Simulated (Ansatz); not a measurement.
# C3H8BN: a ladder of functionals and wavefunction methods

Aim: compute C3H8BN with functionals from several rungs and with coupled cluster. The yardstick is the atomisation energy at the CCSD(T) limit.

Program: Ansatz 0.2.0, Gaussian basis. Level of theory: functionals in def2-TZVPP, the program's frozen cores in correlated methods. These are calculated values, not measurements.

Plan: PBE-D4, r2SCAN-D4, PBE0-D4, B3LYP-D4, ωB97X-V, ωB97M-V, B2PLYP; CCSD(T)/def2-TZVPP; MP2/def2-QZVPP; extrapolation to the limit.

### Step 1. The relaxed structure

An earlier PBE0-D4 in a triple-zeta def2 set relaxation fixed the geometry.

SMILES `BNC(=C)C`, 13 atoms, charge 0, spin multiplicity 1.

Atoms are counted from 1 here; the program's logs count them from 0.

Bond lengths: B1–N2 1.395 Å, B1–H6 1.196 Å, B1–H7 1.193 Å, N2–C3 1.401 Å, N2–H8 1.010 Å, C3–C4 1.334 Å, C3–C5 1.490 Å, C4–H9 1.085 Å, C4–H10 1.081 Å, C5–H11 1.089 Å, C5–H12 1.093 Å, C5–H13 1.093 Å. Angles: N2–B1–H6 117.4°, N2–B1–H7 120.6°, H6–B1–H7 121.9°, B1–N2–C3 129.9°, B1–N2–H8 117.8°, C3–N2–H8 112.3°, N2–C3–C4 120.6°, N2–C3–C5 116.6°, C4–C3–C5 122.8°, C3–C4–H9 121.6°, C3–C4–H10 120.8°, H9–C4–H10 117.6°, C3–C5–H11 110.0°, C3–C5–H12 111.1°, C3–C5–H13 111.1°, H11–C5–H12 108.8°, H11–C5–H13 108.9°, H12–C5–H13 106.9°.

### Step 2. PBE-D4 (GGA)

in.yaml reads:

```yaml
crystal:
  periodic: [false, false, false]
  atoms:
    - {symbol: B, position_ang: [-1.959918, 0.340413, -0.360728]}
    - {symbol: N, position_ang: [-0.838857, 0.517525, 0.450074]}
    - {symbol: C, position_ang: [0.469188, 0.041780, 0.292133]}
    - {symbol: C, position_ang: [1.408413, 0.325244, 1.195590]}
    - {symbol: C, position_ang: [0.738585, -0.781944, -0.920255]}
    - {symbol: H, position_ang: [-2.981043, 0.853055, -0.008888]}
    - {symbol: H, position_ang: [-1.889113, -0.300380, -1.364453]}
    - {symbol: H, position_ang: [-0.947604, 1.067678, 1.289976]}
    - {symbol: H, position_ang: [1.191802, 0.926661, 2.071809]}
    - {symbol: H, position_ang: [2.418760, -0.039860, 1.077099]}
    - {symbol: H, position_ang: [1.782367, -1.091147, -0.936688]}
    - {symbol: H, position_ang: [0.105975, -1.673099, -0.938161]}
    - {symbol: H, position_ang: [0.521944, -0.220625, -1.832709]}
basis:
  gaussian: {orbitals: def2-TZVPP}
hamiltonian: {xc: pbe, dispersion: d4}
output: {forces: true, orbitals: {seedname: orbitals}}
```

Started as:

```
> ansatz run in.yaml --threads 4 --pin off --events-out ev --progress --plain --max-ram 10444MiB
```

After this run come: r2SCAN-D4 (meta-GGA); PBE0-D4 (hybrid); B3LYP-D4 (hybrid); ωB97X-V (range-separated); ωB97M-V (range-separated); B2PLYP (double hybrid); CCSD(T) in def2-TZVPP; MP2 in def2-QZVPP.

Q: Predict the results of all the runs planned. Wanted: atomisation energy, CCSD(T)/CBS; farthest; mean size of error, hybrid; mean size of error, range-separated; gap, smallest and largest; T1 diagnostic; triples share of the correlation energy.

The runs gave:

```
                               quantity                                 value
        atomisation energy, CCSD(T)/CBS                         5179.3 kJ/mol
 functionals within 25.9 kJ/mol (0.5 %)                       ωB97X-V, B2PLYP
                               farthest                PBE-D4 (+140.4 kJ/mol)
             mean size of error, hybrid                           51.9 kJ/mol
    mean size of error, range-separated                           29.5 kJ/mol
              gap, smallest and largest  4.19 eV (PBE-D4), 10.44 eV (ωB97X-V)
                          T1 diagnostic                                0.0128
triples share of the correlation energy                                 4.1 %
```

What this shows: PBE-D4 misses by +140.4 kJ/mol. Double hybrids carry the basis error of their MP2 part in triple zeta, and no dispersion term here, so their miss is partly the set-up's. The reference freezes the cores and leaves out relativity and excitations past (T), so misses under about 25.9 kJ/mol can't be ranked. Hartree-Fock recovers 75 % of the binding; the rest is correlation. Orbital gaps span 4.2 to 10.4 eV; exact exchange widens them.
